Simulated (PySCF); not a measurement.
# KN: from the state search to spectroscopic constants

Aim: find the lowest electronic state of KN, scan its bond at several levels of theory, and get bond length, wavenumber and dissociation energy from each curve.

Computed with PySCF 2.14.0. Level: K aug-pcseg-1, N aug-pcseg-1, no relativity.

## Step 1: The job

A driver script around PySCF takes these settings:

```yaml
atoms: K, N
charge: 0
basis: K aug-pcseg-1, N aug-pcseg-1
Hamiltonian: no relativity
basis_functions: 56
electrons_treated: 26
masses_in_u: 38.9637, 14.0031
levels: PBE0, PBE, r²SCAN, M06-L, r²SCAN0, TPSSh, HF, MP2, SCS-MP2, CCSD, CCSD(T)
grid: 80 radial by 434 angular points
occupations: held fixed by the projection of orbital angular momentum
dissociation_limit: K + N, each in its ground configuration
starting_distance_in_angstrom: 2.600
values_of_2S_to_try: 0, 2, 4
```

The run is started by

```sh
OMP_NUM_THREADS=1 python dia.py task.json out
```

After this run come: The PBE0 curve of the state that the search chose; Higher solutions at PBE0; PBE; r²SCAN (meta-GGA); M06-L (meta-GGA); r²SCAN0 (hybrid meta-GGA); TPSSh; ROHF (mean field); Adding correlation.

What does the calculation give? Wanted: for each run, Re; ωe; De; μ.

**Answer**, as computed:

Lowest PBE0 solution found, without spin–orbit coupling: ³Σ⁻ (triplet), unpaired electrons π ↑↑. State 2 has its PBE0 minimum 0.13 eV higher. State 3 has its PBE0 minimum 0.55 eV higher, as a spin-mixed determinant (⟨S²⟩ = 1.00), so this is no gap between pure states. State 4 has its PBE0 minimum 0.67 eV higher, as a spin-mixed determinant (⟨S²⟩ = 1.00), so this is no gap between pure states. The other levels ran on the lowest alone.

| level | Re (Å) | ωe (cm⁻¹) | De (eV) | μ (D) |
| --- | --- | --- | --- | --- |
| ROHF | 2.572 | 351 | -0.60 | -10.44 |
| ROHF-MP2 | 2.578 | 333 | 0.61 | n/a |
| ROHF-SCS-MP2 | 2.584 | 329 | 0.66 | n/a |
| ROHF-CCSD | 2.605 | 310 | 0.64 | n/a |
| ROHF-CCSD(T) | 2.617 | 299.8 | 0.73 | n/a |
| PBE | 2.567 | 301 | 1.47 | -6.88 |
| r²SCAN | 2.569 | 297.6 | 1.18 | -7.16 |
| M06-L | 2.525 | 352 | 1.61 | -9.20 |
| TPSSh | 2.541 | 323 | 1.37 | -8.05 |
| PBE0 | 2.545 | 317 | 1.14 | -8.09 |
| r²SCAN0 | 2.546 | 314 | 0.94 | -8.57 |

De is counted to K + N in their ground configurations. A positive dipole means K(−)N(+).

What this shows: The methods spread over 0.092 Å in bond length, from M06-L to ROHF-CCSD(T). Among the levels with a De in the table, it runs from -0.60 eV (ROHF) to 1.61 eV (M06-L).

Correlated steps freeze 6 core orbitals. A negative De means that the minimum lies above the separated atoms at that level. T1 is 0.044 near the minimum (highest on the curve 0.066), which may point to more than one leading configuration.
